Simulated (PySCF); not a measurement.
CAlF2H3, in a box:

```
C Al F H
1.0
    12.00000    0.00000    0.00000
     0.00000   13.00000    0.00000
     0.00000    0.00000   12.00000
C Al F H
1 1 2 3
Direct
  0.46172 0.60027 0.46797
  0.50728 0.46318 0.50832
  0.60896 0.44293 0.59748
  0.44758 0.36000 0.45631
  0.39321 0.59950 0.40818
  0.43507 0.64323 0.54162
  0.53128 0.64280 0.43134
```

Base run:

```yaml
Program: PySCF 2.14.0
Functional: M06-L
Dispersion: D4
Potentials_or_basis: cc-pvdz (all-electron)
k_mesh: 1 × 1 × 1
Occupations: fixed
Spin: no spin polarisation
```

Its results: gap between the frontier levels 7.56 eV.

Problem. After a change of settings the same cell gave: gap between the frontier levels 13.58 eV. Which change was it?
A. functional from M06-L to HSE06
B. functional from M06-L to PBE0; dispersion from D4 to D3(BJ)
C. functional from M06-L to wB97X; dispersion from D4 to none

Solution. C.

Caveats: this is a molecule in a periodic box at the Γ point, so its band gap is the HOMO-LUMO gap; the basis of atomic orbitals isn't converged, which shifts pressures, moduli and gaps.

Runs at the PBE level aren't shown here.
